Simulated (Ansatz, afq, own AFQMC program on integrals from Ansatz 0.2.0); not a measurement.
**AlGe (quartet): AFQMC on the coupled-cluster ladder, 6-31G**

An exercise on one series of results from a longer session: the logs are not shown, and one member is left open.

Method: 6-31G, frozen cores; program: Ansatz 0.2.0, Gaussian basis, and an in-house AFQMC program (afq) on its integrals; all values are calculated.

The runs, in order: PBE (unrestricted); r2SCAN (unrestricted); PBE0 (unrestricted); B3LYP (unrestricted); CCSD(T) on ROHF; wB97M-V (unrestricted); B2PLYP (unrestricted); Full CI; Full CI (sextet); CCSDT(Q) on ROHF; CCSDTQ on ROHF; Phaseless AFQMC, CISD trial on ROHF; CCSD(T) on UHF; Full CI; CCSDT(Q) on UHF; CCSDTQ on UHF; CCSD(T) on UHF; CCSD(T) on UHF; PBE (unrestricted); r2SCAN (unrestricted); PBE0 (unrestricted); B3LYP (unrestricted); wB97M-V (unrestricted); B2PLYP (unrestricted); Phaseless AFQMC, CISD trial on UHF.

5 further runs of the same task are left out: 5 that didn't finish. Runs told in other sessions of the task aren't counted.

**What is computed**

The geometry is a PBE0/def2-TZVP stationary point (not a proven minimum) of the parent state, kept for this charge and spin. No spin-orbit coupling is included. The filled d shell of Ge may be among the frozen orbitals whatever the setting's name suggests.

2 atoms, charge 0, spin multiplicity 4.

Atoms are counted from 1 here; the program's logs count them from 0.

Bond lengths: Ge1–Al2 2.446 Å.

Set-up of the first run:

in.yaml reads:

```yaml
crystal:
  periodic: [false, false, false]
  atoms:
    - {symbol: Ge, position_ang: [0.000000, 0.000000, 0.000000]}
    - {symbol: Al, position_ang: [0.000000, 0.000000, 2.446378]}
basis:
  gaussian: {orbitals: 6-31G}
magnetization: {spin_polarized: true, initial_magnetization: 3}
hamiltonian: {xc: {name: PBE}}
output: {orbitals: {seedname: orbitals}}
```

Run with:

```
$ ansatz run in.yaml --threads 1 --pin off --events-out ev --progress --plain --max-ram 8192MiB --backend cpu
```

Among the steps run: PBE (unrestricted); r2SCAN (unrestricted); PBE0 (unrestricted); B3LYP (unrestricted); CCSD(T) on ROHF; wB97M-V (unrestricted); B2PLYP (unrestricted); Full CI; Full CI (sextet); CCSDT(Q) on ROHF; CCSDTQ on ROHF; Phaseless AFQMC, CISD trial on ROHF; CCSD(T) on UHF; CCSDT(Q) on UHF; CCSDTQ on UHF; Phaseless AFQMC, CISD trial on UHF.

One table of the session follows, with a row left open; its other results are not shown here.

On the ROHF determinant, counted from full CI (exact for this spin and basis):

```
                                                level  from full CI (meV)
                                                   HF             +2141.5
                                                  MP2                   ?
                                                 CCSD               +90.5
                                              CCSD(T)               +28.7
                                             CCSDT(Q)                +1.2
                                               CCSDTQ                +0.2
                                              full CI                 0.0
Phaseless AFQMC, CISD trial, step 0.005, 4000 walkers               +16.3
```

Estimate the missing values for MP2.

As computed: from full CI (meV): +682.2. In the column «from full CI (meV)» it lies between CCSD (+90.5) and HF (+2141.5).
